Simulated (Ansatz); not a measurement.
# C3H5BGe: two geometries relaxed

Are the two ends of the shift of H6 from C1 to C2 separate minima, and which lies lower? Each is relaxed from a guess. SMILES of the start: C#C[B]1[CH2][GeH2]1.

Method: RKS PBE0/def2-SVP, in Ansatz 0.2.0.

## (1) The starting structure

Bond lengths: C1–C2 1.177 Å, C2–B3 1.526 Å, B3–C4 1.577 Å, B3–Ge5 2.165 Å, C4–Ge5 1.795 Å, C1–H6 1.092 Å, C4–H7 1.138 Å, C4–H8 1.089 Å, Ge5–H9 1.540 Å, Ge5–H10 1.573 Å. Angles (14 of 17 angles, heavy atoms first): C1–C2–B3 177.9°, C2–B3–C4 154.3°, C2–B3–Ge5 150.7°, C4–B3–Ge5 54.6°, B3–C4–Ge5 79.6°, B3–Ge5–C4 45.8°, C2–C1–H6 173.2°, B3–C4–H7 108.6°, B3–C4–H8 114.4°, Ge5–C4–H7 114.5°, Ge5–C4–H8 117.4°, B3–Ge5–H9 103.8°, B3–Ge5–H10 104.9°, C4–Ge5–H9 120.9°.

Structure file:

```xyz
10

C    -1.6816    0.5477    2.3395
C    -1.0587    0.3014    1.3711
B    -0.2289   -0.0609    0.1424
C     0.2561   -1.0184   -1.0134
Ge    1.3872    0.3579   -1.2359
H    -2.3231    0.8618    3.1656
H    -0.5657   -1.0848   -1.7980
H     0.6769   -1.9619   -0.6700
H     0.9353    1.6457   -1.9503
H     2.6857    0.3604   -0.3481
```

## (2) End point A

input.yaml

```yaml
crystal:
  periodic: [false, false, false]
  atoms:
    - { symbol: C, position_ang: [-1.6816, 0.5477, 2.3395] }
    - { symbol: C, position_ang: [-1.0587, 0.3014, 1.3711] }
    - { symbol: B, position_ang: [-0.2289, -0.0609, 0.1424] }
    - { symbol: C, position_ang: [0.2561, -1.0184, -1.0134] }
    - { symbol: Ge, position_ang: [1.3872, 0.3579, -1.2359] }
    - { symbol: H, position_ang: [-2.3231, 0.8618, 3.1656] }
    - { symbol: H, position_ang: [-0.5657, -1.0848, -1.798] }
    - { symbol: H, position_ang: [0.6769, -1.9619, -0.67] }
    - { symbol: H, position_ang: [0.9353, 1.6457, -1.9503] }
    - { symbol: H, position_ang: [2.6857, 0.3604, -0.3481] }
basis:
  gaussian: { orbitals: def2-SVP }
hamiltonian:
  xc: pbe0
relax:
  f_tol: 0.02
  max_steps: 50
output:
  orbitals: {}
```

The run is started by

```bash
$ ansatz run input.yaml --threads 2 --pin off --max-ram 3072MiB --backend cpu --events-out ev --progress --plain --runs-dir out
```

Output, cut to the lines that bear on the results:

```text
Warning: RAYON_NUM_THREADS=2 ignored (pool sized by the plan → 2); use --threads N
[...]
Functional definition: PBE0
[...]
1276 factors; integrals over basis functions are off by at most 3.0e-4 eV
[...]
mean field -60360.45697898 eV, -2218.2058801903 hartree, gradient 4.4e-5 eV, S^2 0.000000; 0 other end points of the search recorded, 0 dependent functions left out
[...]
reference -60360.45700821 eV, -2218.2058812643 hartree; 30, 30 occupied and 83, 83 virtual orbitals, 1276 factors
relax step   1: F+E_penalty+E_count = -60360.45697898 eV  Δ(F+E_penalty+E_count) = +0.000e0 eV  max|allowed force component| = 5.654e0 eV/Å  Δτ_max = 0.0000 Å  (29 SCF iters, accepted)
[...]
relax step   5: F+E_penalty+E_count = -60361.51336004 eV  Δ(F+E_penalty+E_count) = -2.285e-2 eV  max|allowed force component| = 1.686e-1 eV/Å  Δτ_max = 0.0841 Å  (33 SCF iters, accepted)
[...]
relax step   9: F+E_penalty+E_count = -60361.62222038 eV  Δ(F+E_penalty+E_count) = -7.203e-2 eV  max|allowed force component| = 3.511e-1 eV/Å  Δτ_max = 0.1950 Å  (32 SCF iters, accepted)
[...]
relax step  13: F+E_penalty+E_count = -60361.66370706 eV  Δ(F+E_penalty+E_count) = +1.576e-2 eV  max|allowed force component| = 5.073e-1 eV/Å  Δτ_max = 0.0856 Å  (33 SCF iters, rejected (line search))
[...]
relax step  15: F+E_penalty+E_count = -60361.68469570 eV  Δ(F+E_penalty+E_count) = -5.826e-4 eV  max|allowed force component| = 2.382e-2 eV/Å  Δτ_max = 0.0197 Å  (34 SCF iters, accepted)
[...]
relax step  16: F+E_penalty+E_count = -60361.68488402 eV  Δ(F+E_penalty+E_count) = -1.883e-4 eV  max|allowed force component| = 1.793e-2 eV/Å  Δτ_max = 0.0091 Å  (26 SCF iters, accepted)
1276 factors; integrals over basis functions are off by at most 5.4e-4 eV
[...]
mean field -60361.68488402 eV, -2218.2510048682 hartree, gradient 1.4e-5 eV, S^2 0.000000; 1 other end points of the search recorded, 0 dependent functions left out
[...]
reference -60361.68491271 eV, -2218.2510059225 hartree; 30, 30 occupied and 83, 83 virtual orbitals, 1276 factors
Total energy: -60361.68491271 eV, -2218.2510059225 hartree
Atom 0 at    -1.548963     0.429632     2.408803 Å, force     0.011432     0.006085     0.011343 eV/Å
Atom 1 at    -1.038148     0.267463     1.312937 Å, force    -0.017934     0.000115    -0.013170 eV/Å
Atom 2 at    -0.458489     0.123384    -0.067962 Å, force    -0.000696     0.014248     0.006972 eV/Å
Atom 3 at    -0.051358    -1.008495    -0.941056 Å, force     0.004827    -0.016892    -0.003098 eV/Å
Atom 4 at     1.199689     0.793690    -0.912471 Å, force    -0.000213    -0.002855     0.003194 eV/Å
Atom 5 at    -1.996318     0.572873     3.376295 Å, force     0.000750    -0.006186    -0.004342 eV/Å
Atom 6 at    -0.015991    -0.954606    -2.036215 Å, force    -0.006009     0.002775     0.006068 eV/Å
Atom 7 at     0.013224    -2.039696    -0.569286 Å, force     0.002726    -0.000507    -0.003163 eV/Å
Atom 8 at     1.443215     0.922324    -2.421029 Å, force     0.002752     0.001551    -0.009253 eV/Å
Atom 9 at     2.536338     0.842331    -0.147116 Å, force     0.002365     0.001667     0.005450 eV/Å
Dipole moment:     0.102761     0.008282    -0.013421 e Å
```

Wall time 57 s (2 threads of Arm Neoverse V1, shared host); peak memory 0.27 GiB.

The steps of the relaxation:

```csv
step,energy from step 1 (eV),largest force component (eV/Å)
1,0.0000,5.6540
2,-0.7373,1.6683
3,-0.9989,1.1489
4,-1.0335,0.4578
5,-1.0564,0.1686
6,-1.0600,0.0842
7,-1.0823,0.2018
8,-1.0932,0.5182
9,-1.1652,0.3511
10,-1.1956,0.2862
11,-1.2142,0.4013
12,-1.2225,0.2395
13x,-1.2067,0.5073
14,-1.2271,0.0612
15,-1.2277,0.0238
16,-1.2279,0.0179
```

Step 1 is the start. 1 step was tried and not accepted (marked x).

After: Bond lengths: C1–C2 1.220 Å, C2–B3 1.505 Å, B3–C4 1.486 Å, B3–Ge5 1.978 Å, C4–Ge5 2.194 Å, C1–H6 1.075 Å, C4–H7 1.097 Å, C4–H8 1.098 Å, Ge5–H9 1.533 Å, Ge5–H10 1.541 Å. Angles (14 of 17 angles, heavy atoms first): C1–C2–B3 176.9°, C2–B3–C4 135.9°, C2–B3–Ge5 133.0°, C4–B3–Ge5 77.2°, B3–C4–Ge5 61.5°, B3–Ge5–C4 41.3°, C2–C1–H6 179.8°, B3–C4–H7 123.9°, B3–C4–H8 122.2°, Ge5–C4–H7 87.4°, Ge5–C4–H8 137.2°, B3–Ge5–H9 125.6°, B3–Ge5–H10 121.7°, C4–Ge5–H9 98.4°.

## (3) End point B

The second end starts from a geometry with the move made by hand.

input.yaml, as its differences from that of step 2:

```diff
@@ -8,3 +8,3 @@
     - { symbol: Ge, position_ang: [1.3872, 0.3579, -1.2359] }
-    - { symbol: H, position_ang: [-2.3231, 0.8618, 3.1656] }
+    - { symbol: H, position_ang: [-1.7154, 1.1676, 1.2902] }
     - { symbol: H, position_ang: [-0.5657, -1.0848, -1.798] }
```

The run is started by

```bash
$ ansatz run input.yaml --threads 2 --pin off --max-ram 3072MiB --backend cpu --events-out ev --progress --plain --runs-dir out
```

Output, cut to the lines that bear on the results:

```text
Warning: RAYON_NUM_THREADS=2 ignored (pool sized by the plan → 2); use --threads N
[...]
[... 1 set-up line as earlier in the session ...]
[...]
1279 factors; integrals over basis functions are off by at most 3.0e-4 eV
[...]
mean field -60357.67558428 eV, -2218.1036658204 hartree, gradient 2.9e-5 eV, S^2 0.000000; 0 other end points of the search recorded, 0 dependent functions left out
[...]
reference -60357.67561171 eV, -2218.1036668284 hartree; 30, 30 occupied and 83, 83 virtual orbitals, 1279 factors
relax step   1: F+E_penalty+E_count = -60357.67558428 eV  Δ(F+E_penalty+E_count) = +0.000e0 eV  max|allowed force component| = 9.025e0 eV/Å  Δτ_max = 0.0000 Å  (29 SCF iters, accepted)
[...]
relax step   4: F+E_penalty+E_count = -60359.54723316 eV  Δ(F+E_penalty+E_count) = -1.219e-1 eV  max|allowed force component| = 7.440e-1 eV/Å  Δτ_max = 0.1977 Å  (33 SCF iters, accepted)
[...]
relax step   7: F+E_penalty+E_count = -60359.78448277 eV  Δ(F+E_penalty+E_count) = -5.909e-2 eV  max|allowed force component| = 5.882e-1 eV/Å  Δτ_max = 0.1728 Å  (32 SCF iters, accepted)
[...]
relax step  10: F+E_penalty+E_count = -60360.37824852 eV  Δ(F+E_penalty+E_count) = -3.267e-1 eV  max|allowed force component| = 1.544e0 eV/Å  Δτ_max = 0.1969 Å  (32 SCF iters, accepted)
[...]
relax step  12: F+E_penalty+E_count = -60361.26303974 eV  Δ(F+E_penalty+E_count) = -4.855e-1 eV  max|allowed force component| = 1.635e0 eV/Å  Δτ_max = 0.1994 Å  (33 SCF iters, accepted)
[...]
relax step  13: F+E_penalty+E_count = -60361.50284340 eV  Δ(F+E_penalty+E_count) = -2.398e-1 eV  max|allowed force component| = 1.341e0 eV/Å  Δτ_max = 0.2000 Å  (33 SCF iters, accepted)
[...]
1280 factors; integrals over basis functions are off by at most 5.6e-4 eV
```

## (4) More of the same log: end point B relaxed

The log, continued, cut to the lines that bear on the results:

```text
mean field -60361.47534893 eV, -2218.2433045957 hartree, gradient 1.6e-5 eV, S^2 0.000000; 0 other end points of the search recorded, 0 dependent functions left out
[...]
reference -60361.47537769 eV, -2218.2433056525 hartree; 30, 30 occupied and 83, 83 virtual orbitals, 1280 factors
relax step  14: F+E_penalty+E_count = -60361.47534893 eV  Δ(F+E_penalty+E_count) = +2.749e-2 eV  max|allowed force component| = 2.640e0 eV/Å  Δτ_max = 0.1913 Å  (32 SCF iters, rejected (line search))
[...]
relax step  20: F+E_penalty+E_count = -60361.68496353 eV  Δ(F+E_penalty+E_count) = -6.619e-4 eV  max|allowed force component| = 2.735e-2 eV/Å  Δτ_max = 0.0148 Å  (27 SCF iters, accepted)
[...]
relax step  21: F+E_penalty+E_count = -60361.68501924 eV  Δ(F+E_penalty+E_count) = -5.571e-5 eV  max|allowed force component| = 1.403e-2 eV/Å  Δτ_max = 0.0025 Å  (25 SCF iters, accepted)
[...]
Atom 0 at    -1.502293     0.684685     2.158789 Å, force     0.001655    -0.003941    -0.010551 eV/Å
Atom 1 at    -0.995664     0.415332     1.082173 Å, force     0.003101     0.002889     0.009149 eV/Å
Atom 2 at    -0.406226     0.133458    -0.272704 Å, force     0.007921     0.000164    -0.014029 eV/Å
Atom 3 at     0.038656    -1.077586    -1.012807 Å, force     0.002794     0.001534     0.009009 eV/Å
Atom 4 at     1.240590     0.746546    -1.182685 Å, force    -0.006821     0.002322     0.001545 eV/Å
Atom 5 at    -1.949051     0.918811     3.108352 Å, force    -0.002611     0.000627     0.005987 eV/Å
Atom 6 at     0.072970    -1.143154    -2.107236 Å, force    -0.002698    -0.001540    -0.002013 eV/Å
Atom 7 at     0.132094    -2.059331    -0.529955 Å, force    -0.002679     0.000284    -0.002280 eV/Å
Atom 8 at     1.490634     0.718659    -2.695928 Å, force     0.000103    -0.002170     0.001601 eV/Å
Atom 9 at     2.569189     0.917281    -0.420499 Å, force    -0.000765    -0.000169     0.001582 eV/Å
Dipole moment:     0.102382     0.007562    -0.011334 e Å
```

Run time: 74 s. Hardware: 2 threads of Arm Neoverse V1, shared host; peak memory 0.28 GiB.

Relaxation path:

| step | energy from step 1 (eV) | largest force component (eV/Å) |
| --- | --- | --- |
| 1 | 0.0000 | 9.0252 |
| 2 | -1.4113 | 1.7221 |
| 3 | -1.7498 | 0.9117 |
| 4 | -1.8716 | 0.7440 |
| 5 | -1.9891 | 0.6884 |
| 6 | -2.0498 | 0.4717 |
| 7 | -2.1089 | 0.5882 |
| 8 | -2.1849 | 0.9438 |
| 9 | -2.3760 | 1.1587 |
| 10 | -2.7027 | 1.5442 |
| 11 | -3.1019 | 1.8337 |
| 12 | -3.5875 | 1.6353 |
| 13 | -3.8273 | 1.3413 |
| 14x | -3.7998 | 2.6399 |
| 15 | -3.9445 | 0.6725 |
| 16 | -3.9941 | 0.2240 |
| 17 | -3.9974 | 0.1359 |
| 18 | -4.0074 | 0.3118 |
| 19 | -4.0087 | 0.0676 |
| 20 | -4.0094 | 0.0273 |
| 21 | -4.0094 | 0.0140 |

Step 1 is the start. 1 step was tried and not accepted (marked x).

After: Bond lengths: C1–C2 1.220 Å, C2–B3 1.504 Å, B3–C4 1.487 Å, B3–Ge5 1.979 Å, C4–Ge5 2.191 Å, C1–H6 1.075 Å, C4–H7 1.097 Å, C4–H8 1.098 Å, Ge5–H9 1.534 Å, Ge5–H10 1.541 Å. Angles (14 of 17 angles, heavy atoms first): C1–C2–B3 177.4°, C2–B3–C4 135.9°, C2–B3–Ge5 133.0°, C4–B3–Ge5 77.0°, B3–C4–Ge5 61.6°, B3–Ge5–C4 41.4°, C2–C1–H6 179.8°, B3–C4–H7 123.7°, B3–C4–H8 122.3°, Ge5–C4–H7 87.4°, Ge5–C4–H8 137.0°, B3–Ge5–H9 125.7°, B3–Ge5–H10 121.6°, C4–Ge5–H9 98.7°.

Pairs that crossed the distance rule for bonds on the way: moved apart C2–H6.

## (5) Summary of results

| quantity | value |
| --- | --- |
| end A | 14 moves, 1.228 eV lower |
| end B | 19 moves, 4.009 eV lower |
| largest difference between the ends | 0.01 Å |
| end B relative to end A | -0.000 eV |

In words: Both starts fell into the same minimum (no atom differs by more than 0.01 Å), so from this start no second minimum was found and no band was run; another arrangement could still be one.
